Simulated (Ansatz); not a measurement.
# AlH3O2: the cost of one run

The runs use Ansatz 0.2.0, Gaussian basis; PBE0-D4/def2-TZVP structures, single points in def2-TZVPP, no counterpoise correction.

Levels: SPW92, PBE-D4, BLYP-D4, r2SCAN-D4, B97M-V, PBE0-D4, B3LYP-D4, r2SCAN0-D4, BHLYP-D4, CAM-B3LYP-D4, wB97X-V, wB97M-V, B2PLYP, PBE-QIDH, RPA on PBE, Hartree-Fock, MP2, CCSD, CCSD(T).

Correlated methods freeze the cores. B3LYP uses VWN-RPA correlation. B2PLYP carries no dispersion term here.

95 further runs of the same task are left out: 1 that didn't finish, 94 set aside as unsound or not needed.

**1. The system as given**

The complex: 9 atoms, charge 0, spin multiplicity 1.

Atoms are counted from 1 here; the program's logs count them from 0.

Bond lengths: Al1–S2 2.570 Å, Al1–O3 1.713 Å, Al1–O4 1.711 Å, Al1–H6 1.586 Å, S2–H5 1.343 Å, S2–H7 1.344 Å, O3–H8 0.955 Å, O4–H9 0.956 Å. Angles: S2–Al1–O3 98.2°, S2–Al1–O4 92.9°, S2–Al1–H6 100.1°, O3–Al1–O4 117.8°, O3–Al1–H6 120.3°, O4–Al1–H6 117.4°, Al1–S2–H5 94.3°, Al1–S2–H7 100.2°, H5–S2–H7 93.0°, Al1–O3–H8 121.9°, Al1–O4–H9 121.2°.

As a file:

```xyz
9
AlH5O2S
Al   -0.53882   -0.28064    0.40675
S     1.45619    0.82154   -0.78117
O    -0.58956   -1.73341   -0.50023
O    -1.60998    0.97668   -0.04012
H     1.43020    1.92678   -0.01792
H    -0.00487   -0.28691    1.90004
H     2.47409    0.28279   -0.08831
H    -0.40364   -2.58248   -0.10503
H    -2.21361    0.87555   -0.77399
```

Its parts: AlH₃O₂ holds atoms 1, 3, 4, 6, 8, 9; H₂S holds atoms 2, 5, 7. Each part counts its atoms afresh in its own runs.

**2. Relaxing AlH₃O₂ alone**

File relax-a/in.yaml:

```yaml
crystal:
  periodic: [false, false, false]
  atoms:
    - {symbol: Al, position_ang: [-0.538818, -0.280643, 0.406745]}
    - {symbol: O, position_ang: [-0.589559, -1.733409, -0.500230]}
    - {symbol: O, position_ang: [-1.609984, 0.976682, -0.040116]}
    - {symbol: H, position_ang: [-0.004875, -0.286914, 1.900039]}
    - {symbol: H, position_ang: [-0.403637, -2.582478, -0.105032]}
    - {symbol: H, position_ang: [-2.213607, 0.875548, -0.773995]}
basis:
  gaussian: {orbitals: def2-TZVP}
hamiltonian: {xc: pbe0, dispersion: d4}
relax: {f_tol: 0.005, max_steps: 200}
```

On the command line:

```console
> ansatz run in.yaml --threads 4 --pin off --events-out ev --progress --plain --max-ram 9574MiB
```

**Question.** How long does this run take on 4 threads of Arm Neoverse V2, shared host?

About 6 s.
